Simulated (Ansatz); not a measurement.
**C₅H₈O₂: small, medium and large basis sets**

An exercise on one series of results from a longer session: the logs are not shown, and one member is left open.

Method: one geometry, several basis sets; program: Ansatz 0.2.0, Gaussian basis.

Plan: PBE0-D4/def2-SVP; ωB97M-V/def2-SVP; PBE0-D4/def2-QZVPP; ωB97M-V/def2-QZVPP; the functionals' def2-TZVPP values are taken from earlier runs.

## Structure used throughout

All runs share one geometry, relaxed beforehand with PBE0-D4 in a triple-zeta def2 set.

SMILES `CC1CCC(=O)O1`, 15 atoms, charge 0, spin multiplicity 1.

Atoms are counted from 1 here; the program's logs count them from 0.

Bond lengths: C1–C2 1.512 Å, C1–H8 1.091 Å, C1–H9 1.092 Å, C1–H10 1.093 Å, C2–C3 1.532 Å, C2–O7 1.437 Å, C2–H11 1.092 Å, C3–C4 1.518 Å, C3–H12 1.092 Å, C3–H13 1.090 Å, C4–C5 1.513 Å, C4–H14 1.089 Å, C4–H15 1.094 Å, C5–O6 1.193 Å, C5–O7 1.350 Å. Angles: C2–C1–H8 110.5°, C2–C1–H9 110.1°, C2–C1–H10 111.1°, H8–C1–H9 108.5°, H8–C1–H10 108.2°, H9–C1–H10 108.3°, C1–C2–C3 114.1°, C1–C2–O7 109.6°, C1–C2–H11 110.0°, C3–C2–O7 104.9°, C3–C2–H11 111.8°, O7–C2–H11 106.0°, C2–C3–C4 102.6°, C2–C3–H12 110.1°, C2–C3–H13 111.8°, C4–C3–H12 110.3°, C4–C3–H13 113.9°, H12–C3–H13 108.0° and more.

Set-up of the first run:

Contents of in.yaml:

```yaml
crystal:
  periodic: [false, false, false]
  atoms:
    - {symbol: C, position_ang: [0.566664, -1.719071, 0.035233]}
    - {symbol: C, position_ang: [0.895292, -0.250937, -0.110959]}
    - {symbol: C, position_ang: [-0.075638, 0.520918, -1.009932]}
    - {symbol: C, position_ang: [-1.098807, 1.046173, -0.018764]}
    - {symbol: C, position_ang: [-0.333375, 1.112618, 1.284819]}
    - {symbol: O, position_ang: [-0.631970, 1.683238, 2.288885]}
    - {symbol: O, position_ang: [0.803188, 0.393084, 1.170490]}
    - {symbol: H, position_ang: [1.201915, -2.179037, 0.793530]}
    - {symbol: H, position_ang: [0.728676, -2.236718, -0.913075]}
    - {symbol: H, position_ang: [-0.476150, -1.861542, 0.330731]}
    - {symbol: H, position_ang: [1.930876, -0.130238, -0.435364]}
    - {symbol: H, position_ang: [0.442098, 1.350274, -1.495988]}
    - {symbol: H, position_ang: [-0.499101, -0.114197, -1.788339]}
    - {symbol: H, position_ang: [-1.514193, 2.023773, -0.257373]}
    - {symbol: H, position_ang: [-1.939474, 0.361672, 0.126106]}
basis:
  gaussian: {orbitals: def2-SVP}
hamiltonian: {xc: pbe0, dispersion: d4}
output: {orbitals: {seedname: orbitals}}
```

Run with:

```
$ ansatz run in.yaml --threads 8 --pin off --events-out ev --progress --plain --max-ram 18278MiB
```

Steps of the session up to this table: PBE0-D4 in def2-SVP; ωB97M-V in def2-SVP; PBE0-D4 in def2-QZVPP; ωB97M-V in def2-QZVPP.

One of the session's tables, all rows but one given; the rest of the session is left out.

It belongs to the step «Functionals by basis». 

| functional | basis | HOMO (eV) | LUMO (eV) |
| --- | --- | --- | --- |
| PBE0-D4 | def2-SVP | -7.63 | 0.52 |
| PBE0-D4 | def2-TZVPP | -7.76 | 0.31 |
| PBE0-D4 | def2-QZVPP | -7.80 | 0.17 |
| ωB97M-V | def2-SVP | ? | ? |
| ωB97M-V | def2-TZVPP | -10.18 | 2.14 |
| ωB97M-V | def2-QZVPP | -10.21 | 1.52 |

**Question.** Estimate the row for ωB97M-V, def2-SVP.

The run gave: HOMO (eV): -10.03; LUMO (eV): 2.73. In the column «HOMO (eV)» it lies between ωB97M-V, def2-TZVPP (-10.18) and PBE0-D4, def2-QZVPP (-7.80).
